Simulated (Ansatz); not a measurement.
# CaHf4: the cost of one run

Computed with Ansatz 0.2.0 (DFT PBE, scalar-relativistic, plane waves, PAW, unless a step's input says otherwise).

## (1) Starting point

It takes space group P-62m (No. 189, hexagonal). The conventional cell has a = 5.117 Å, b = 5.117 Å, c = 5.043 Å, α = 90.00°, β = 90.00°, γ = 120.00°. Ca (site symmetry -62m) is surrounded by 5 Hf at 2.31 to 2.52 Å. Hf (site symmetry m2m) is surrounded by 1 Ca at 2.31 Å and 4 Hf at 2.60 Å. Around Hf (site symmetry -62m) lie 2 Ca at 2.52 Å.

Structure file:

```xyz
5
Lattice="5.1166 0.0000 0.0000 -2.5583 4.4311 0.0000 0.0000 0.0000 5.0430" Properties=species:S:1:pos:R:3 pbc="T T T"
Ca    0.0000    0.0000    2.5215
Hf    2.3066    0.0000    2.5215
Hf   -1.1533    1.9976    2.5215
Hf    1.4050    2.4335    2.5215
Hf    0.0000    0.0000    0.0000
```

Recipe of the guess: random cell by space group and Wyckoff sites (P-62m, No. 189). The dimensions are guesses.

## (2) The guess as it stands, on a coarse mesh

Input file input.yaml:

```yaml
crystal:
  lattice:
    - [5.11656621, 0.0, 0.0]
    - [-2.5582831, 4.43107632, 0.0]
    - [0.0, 0.0, 5.04299803]
  atoms:
    - { symbol: Ca, position: [0.0, 0.0, 0.5] }
    - { symbol: Hf, position: [0.45080487, 0.0, 0.5] }
    - { symbol: Hf, position: [0.0, 0.45080487, 0.5] }
    - { symbol: Hf, position: [0.54919513, 0.54919513, 0.5] }
    - { symbol: Hf, position: [0.0, 0.0, 0.0] }
basis:
  ecutwfc: 420
kpoints:
  mp_grid: { grid: [6, 6, 4] }
hamiltonian:
  xc: pbe
scf:
  occupations: { method: gaussian, width: 0.1 }
  lower_state_search: "off"
output:
  forces: true
  stress: true
  eigenvalues: true
```

Run with:

```bash
$ ansatz run input.yaml --threads 1 --pin off --max-ram 2560MiB --backend cpu --events-out ev --progress --plain --runs-dir out
```

**Question.** How long does this run take on 1 thread of Intel Xeon Platinum 8259CL at 2.50GHz (Skylake/Cascade Lake), shared host, and how much memory does it need?

About 15 s, with a peak of 0.47 GiB.
